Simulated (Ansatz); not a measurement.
# RhN: the cost of one run

Program: Ansatz 0.2.0. Level of theory: DFT LDA+U (U_eff = 4 eV on Rh d), plane waves, PAW. These are calculated values, not measurements.

## 1. Starting point

Symmetry: F-43m, No. 216, cubic system. Conventional cell: a = 4.862 Å, b = 4.862 Å, c = 4.862 Å, α = 90.00°, β = 90.00°, γ = 90.00°. Rh (site symmetry -43m) has 4 N at 2.11 Å in its first shell of neighbours. N (site symmetry -43m) has 4 Rh at 2.11 Å in its first shell of neighbours.

Coordinates:

```cif
data_structure
_symmetry_space_group_name_H-M 'P 1'
_symmetry_Int_Tables_number 1
_cell_length_a 3.4380
_cell_length_b 3.4380
_cell_length_c 3.4380
_cell_angle_alpha 60.000
_cell_angle_beta 60.000
_cell_angle_gamma 60.000
_cell_volume 28.74
loop_
_atom_site_label
_atom_site_type_symbol
_atom_site_fract_x
_atom_site_fract_y
_atom_site_fract_z
_atom_site_occupancy
Rh1 Rh 0.00000 0.00000 0.00000 1
N1 N 0.25000 0.25000 0.25000 1
```

An earlier series on this cell reached its lowest free state from «ferromagnetic start, free, symmetry kept, no search», perhaps among other starts.

## 2. Site moments held (series factor 0.3; the input gives the size)

input.yaml reads:

```yaml
crystal:
  lattice:
    - [0.0, 2.43105039, 2.43105039]
    - [2.43105039, 0.0, 2.43105039]
    - [2.43105039, 2.43105039, 0.0]
  atoms:
    - { symbol: Rh, position: [0.0, 0.0, 0.0], spin: 0.14 }
    - { symbol: "N", position: [0.25, 0.25, 0.25] }
basis:
  ecutwfc: 420
  ecutrho_ratio: 4
kpoints:
  mp_grid: { grid: [7, 7, 7] }
hamiltonian:
  xc: lda
  hubbard: { sites: [{ site: 0, l: d, u_eff: 4.0 }] }
scf:
  occupations: { method: gaussian, width: 0.05 }
  lower_state_search: "off"
  max_iter: 150
output:
  forces: true
  stress: true
  eigenvalues: true
  populations: true
  hubbard: { sites: [{ site: 0, l: d }] }
magnetization:
  spin_polarized: true
  spin_locking: { lock_spins: true }
```

The lock stays on to the end, so the result is a constrained state unless its moments die out.

Command:

```bash
$ ansatz run input.yaml --threads 2 --pin off --max-ram 3072MiB --backend cpu --events-out ev --progress --plain --runs-dir out
```

**Question.** How long does this run take on 2 threads of Arm Neoverse N1, shared host, and how much memory does it need?

About 3.2 s, with a peak of 0.29 GiB.
